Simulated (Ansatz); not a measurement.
# C₃H₇BO: how energies converge with the basis set

How large a basis does C₃H₇BO need? Two functionals are run in growing sets.

Program: Ansatz 0.2.0, Gaussian basis. Level of theory: one geometry, several basis sets. These are calculated values, not measurements.

Plan: PBE0-D4/def2-SVP; ωB97M-V/def2-SVP; PBE0-D4/def2-QZVPP; ωB97M-V/def2-QZVPP; the functionals' def2-TZVPP values are taken from earlier runs.

## Step 1: The relaxed structure

The geometry comes from an earlier relaxation with PBE0-D4 in a triple-zeta def2 set; it is a stationary point, not always the lowest conformer.

SMILES `BCC(C)=O`, 12 atoms, charge 0, spin multiplicity 1.

Atoms are counted from 1 here; the program's logs count them from 0.

Bond lengths: B1–C2 1.557 Å, B1–H6 1.195 Å, B1–H7 1.197 Å, C2–C3 1.504 Å, C2–H8 1.107 Å, C2–H9 1.092 Å, C3–C4 1.505 Å, C3–O5 1.206 Å, C4–H10 1.088 Å, C4–H11 1.092 Å, C4–H12 1.095 Å. Angles: C2–B1–H6 119.8°, C2–B1–H7 121.1°, H6–B1–H7 119.0°, B1–C2–C3 115.3°, B1–C2–H8 100.6°, B1–C2–H9 112.9°, C3–C2–H8 109.6°, C3–C2–H9 110.4°, H8–C2–H9 107.1°, C2–C3–C4 117.0°, C2–C3–O5 120.9°, C4–C3–O5 122.0°, C3–C4–H10 110.1°, C3–C4–H11 111.2°, C3–C4–H12 109.0°, H10–C4–H11 110.3°, H10–C4–H12 109.1°, H11–C4–H12 107.1°.

## Step 2: PBE0-D4 in def2-SVP

Input file in.yaml:

```yaml
crystal:
  periodic: [false, false, false]
  atoms:
    - {symbol: B, position_ang: [-1.581239, 0.800992, 0.222664]}
    - {symbol: C, position_ang: [-0.384504, 0.117068, 0.946472]}
    - {symbol: C, position_ang: [0.927398, 0.170867, 0.212162]}
    - {symbol: C, position_ang: [1.083419, -0.737912, -0.977348]}
    - {symbol: O, position_ang: [1.804748, 0.920188, 0.564152]}
    - {symbol: H, position_ang: [-2.525052, 1.170639, 0.856010]}
    - {symbol: H, position_ang: [-1.602992, 0.910597, -0.969042]}
    - {symbol: H, position_ang: [-0.742995, -0.928853, 0.990709]}
    - {symbol: H, position_ang: [-0.259317, 0.457731, 1.976012]}
    - {symbol: H, position_ang: [1.975747, -0.468389, -1.538990]}
    - {symbol: H, position_ang: [0.203196, -0.697893, -1.622963]}
    - {symbol: H, position_ang: [1.178592, -1.770335, -0.625939]}
basis:
  gaussian: {orbitals: def2-SVP}
hamiltonian: {xc: pbe0, dispersion: d4}
output: {orbitals: {seedname: orbitals}}
```

After this run come: ωB97M-V in def2-SVP; PBE0-D4 in def2-QZVPP; ωB97M-V in def2-QZVPP.

Q: Predict the results of all the runs planned. Wanted: PBE0-D4: double and triple zeta above quadruple; ωB97M-V: double and triple zeta above quadruple.

As calculated:

| quantity | value |
| --- | --- |
| PBE0-D4: double and triple zeta above quadruple | 7.02, 0.34 eV |
| ωB97M-V: double and triple zeta above quadruple | 7.36, 0.33 eV |

In words: For PBE0-D4 the step from double to triple zeta gains 6.68 eV and the next only 0.34 eV. These are total energies; as a rule much of such shifts cancels in differences, which this series doesn't test.
